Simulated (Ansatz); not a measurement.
CH₆OS₂Si, SMILES CSS[SiH2]O, a single point from an input written key by key

Program: the Python package of Ansatz (0.2.0).

The cells in order, each with its output:

In [1]:
```python
import ansatz as az
```

In [2]:
```python
deck = {
    'crystal': {
        'periodic': [False, False, False],
        'atoms': [
            {'symbol': 'C', 'position_ang': [-0.9227, -0.712, 1.7835]},
            {'symbol': 'S', 'position_ang': [-1.4375, -0.7354, 0.0191]},
            {'symbol': 'S', 'position_ang': [-1.0031, 1.1683, -0.64]},
            {'symbol': 'Si', 'position_ang': [1.149, 0.8901, -1.2186]},
            {'symbol': 'O', 'position_ang': [1.0964, -0.4141, -2.2777]},
            {'symbol': 'H', 'position_ang': [-1.5417, 0.124, 2.2889]},
            {'symbol': 'H', 'position_ang': [-1.1752, -1.6282, 2.2386]},
            {'symbol': 'H', 'position_ang': [0.1385, -0.4642, 1.8785]},
            {'symbol': 'H', 'position_ang': [1.5933, 2.1093, -1.848]},
            {'symbol': 'H', 'position_ang': [1.8896, 0.5533, 0.0038]},
            {'symbol': 'H', 'position_ang': [0.2788, -0.948, -2.2075]},
        ],
    },
    'basis': {'gaussian': {'orbitals': 'def2-SVP'}},
    'hamiltonian': {'xc': 'hf'},
}
session = az.Session.from_dict(deck)
data = session.plan(threads=1).execute().report
```

In [3]:
```python
print(f'E = {data["free_energy_ev"]:.6f} eV = {data["free_energy_ev"] / 27.211386246:.7f} Ha')
print('converged:', data['converged'], ' doubts:', data['published_state_doubts'] or 'none')
symbols = ['C', 'S', 'S', 'Si', 'O', 'H', 'H', 'H', 'H', 'H', 'H']
field = data['mean_field']
print('<S^2> =', round(abs(field['state']['spin_squared']), 4), ' all-electron relativity setting:', field['relativity'])
print('passes:', field['passes'])
if 'symmetry' in field:
    print('occupied orbitals by irrep:', field['symmetry']['occupied'])
```
```text
E = -32649.257519 eV = -1199.8380834 Ha
converged: True  doubts: none
<S^2> = 0.0  all-electron relativity setting: none
passes: {'evaluations': 10, 'products': 18}
occupied orbitals by irrep: [{'A': 33}, {'A': 33}]
```

Reading the output:
- Total energies depend on the basis set; only differences at equal settings carry meaning.
- The geometry is a force-field or estimated start, not a minimum of this method, and the basis set is short of its limit.
- It ran for 1.8 s on 1 thread of Arm Neoverse V1, on a shared host, peak memory 0.26 GiB.

(Lines on the test bed's own set-up are left out of the output.)
